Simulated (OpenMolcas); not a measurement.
# Sn³⁺: CASSCF and CASPT2 terms and fine-structure levels

Which level of Sn³⁺ lies lowest, and where do the others fall? The reference wave functions come first, then spin-orbit coupling, then second-order correlation under several settings.

Program: OpenMolcas 26.06. Level of theory: state-averaged CASSCF and CASPT2, spin-orbit coupling by RASSI with atomic mean-field integrals. These are calculated values, not measurements, unless marked.

## (1) What is computed

* Species: Sn³⁺ (tin, Z = 50, 47 electrons)
* Basis: ANO-RCC-VDZ [6s5p2d], 31 functions
* Scalar Hamiltonian: DKH2, point nucleus
* Inactive shells: 1s 2s 2p 3s 3p 3d 4s 4p 4d
* Active space: 1 electron in 4 orbitals (5s 5p)
* Some configurations of this space: 5p, 5s
* Orbitals: optimised for each spin and parity, averaged over the low roots

Outer shells as boxes (Hund's rule):

5p
```
5p [↑ ][  ][  ]
```

5s
```
5s [↑ ]
```

Each step is its own input file, run in one work folder so that later steps find the files of earlier ones. Labels, J, g values, rates, χT and fits are worked out afterwards by a script from the matrices that RASSI stores.

## (2) One- and two-electron integrals

a.inp reads:

```
&GATEWAY
Coord
1

Sn 0.0 0.0 0.0
Basis=ANO-RCC-VDZ
Group=XYZ
NoMove
AngMom=0.0 0.0 0.0
AMFI
&SEWARD
```

The run is started by

```
$ OMP_NUM_THREADS=1 MOLCAS_MEM=2252 MOLCAS_PROJECT=a pymolcas a.inp > a.log
```

## (3) Reference wave functions, doublets of even parity, 1 root

a.inp reads:

```
&RASSCF
FileOrb=start.orb
Symmetry=1
Spin=2
nActEl=1 0 0
Inactive=14 9
Ras2=1 3
CIRoot=1 1 1
SDav=1
CIMx=300
Iter=120 100
PrWF=0.3
OrbListing=Nothing
MaxOrb=0
Atom
>>> COPY $Project.JobIph JOB001
```

start.orb holds the contracted functions of the basis, ordered by shell, or the orbitals of the step before.

## (4) CASSCF: doublets of odd parity, 3 roots

a.inp reads:

```
&RASSCF
FileOrb=start.orb
Symmetry=2
Spin=2
nActEl=1 0 0
Inactive=14 9
Ras2=1 3
CIRoot=3 3 1
SDav=3
CIMx=300
Iter=120 100
PrWF=0.3
OrbListing=Nothing
MaxOrb=0
Atom
>>> COPY $Project.JobIph JOB002
```

## (5) RASSI: spin-orbit coupling between the states

a.inp reads:

```
&RASSI
NrOfJobIphs=2 1 3
1
1 2 3
IphNames
JOB001
JOB002
EJob
SpinOrbit
DIPRint=1.0
SOCoupling=1000.0
Subsets=2
MEES
Property=10
'ANGMOM' 1 'ANGMOM' 2 'ANGMOM' 3 'MLTPL  1' 1 'MLTPL  1' 2 'MLTPL  1' 3
'AMFI' 1 'AMFI' 2 'AMFI' 3 'MLTPL  2' 6
SOProperty=3
'ANGMOM' 1 'ANGMOM' 2 'ANGMOM' 3
```

## (6) CASPT2: IPEA 0.75, imaginary shift 0.2 (closed shells correlated: 4d)

a.inp reads:

```
>>> COPY JOB001 $Project.JobIph
&CASPT2
Multistate=1 1
Frozen=9 9
IPEA=0.75
Imaginary=0.2
MaxIter=60
WThr=0.0 0.3 0.05
PrWF=0.5
NoMix
>>> COPY JOB002 $Project.JobIph
&CASPT2
Multistate=3 1 2 3
Frozen=9 9
IPEA=0.75
Imaginary=0.2
MaxIter=60
WThr=0.0 0.3 0.05
PrWF=0.5
NoMix
```

## (7) CASPT2: IPEA 0.75, imaginary shift 0.3 (closed shells correlated: 4d)

a.inp, as its differences from that of step 6:

```diff
@@ -5,3 +5,3 @@
 IPEA=0.75
-Imaginary=0.2
+Imaginary=0.3
 MaxIter=60
@@ -15,3 +15,3 @@
 IPEA=0.75
-Imaginary=0.2
+Imaginary=0.3
 MaxIter=60
```

## (8) CASPT2: IPEA 0.15, imaginary shift 0.1 (closed shells correlated: 4s 4p 4d), extended multistate

a.inp reads:

```
>>> COPY JOB001 $Project.JobIph
&CASPT2
Multistate=1 1
Frozen=8 6
IPEA=0.15
Imaginary=0.1
MaxIter=60
WThr=0.0 0.3 0.05
PrWF=0.5
NoMix
>>> COPY JOB002 $Project.JobIph
&CASPT2
XMultistate=3 1 2 3
Frozen=8 6
IPEA=0.15
Imaginary=0.1
MaxIter=60
WThr=0.0 0.3 0.05
PrWF=0.5
NoMix
```

(Steps that only read results are left out.)

Q: Predict the outcome of this session. Wanted: lowest level; first excited level; strongest of the lines computed, by gA, at SS-CASPT2 energies.

The runs gave:

| quantity | value |
| --- | --- |
| method | SS-CASPT2, IPEA 0.75, imaginary shift 0.2 (closed shells correlated: 4d) |
| lowest level | 5s 2S 1/2, 100 % of that term, g = 2.002 |
| ground level listed by NIST | 2S1/2 |
| first excited level | 5p 2P* 1/2 at 68210 cm-1 |
| strongest of the lines computed, by gA, at SS-CASPT2 energies | 5p 2P* 3/2 → 5s 2S 1/2, 134.2 nm, A = 1.47e+09 s⁻¹ |

Cost and accuracy by method:

```tsv
method	time of its own steps	time with the reference	mean absolute difference from the measured levels (cm-1)
A. CASSCF	6.9 s	6.9 s	1700
B. SS-CASPT2, IPEA 0.75, imaginary shift 0.2, +4d	0.78 s	7.6 s	1500
C. SS-CASPT2, IPEA 0.75, imaginary shift 0.3, +4d	0.78 s	7.6 s	1500
D. XMS-CASPT2, IPEA 0.15, imaginary shift 0.1, +4s 4p 4d	0.78 s	7.6 s	1400
```

Times are of one thread on a shared host.

What this shows: Method D lies closest to the measured levels (1400 cm⁻¹ on average, level with C) and A farthest (1700). Only the configurations of the active space and the roots asked for are present. The basis is small and contracted for the neutral atom, so it is rough for this charge. Levels of other configurations are missing from the list.
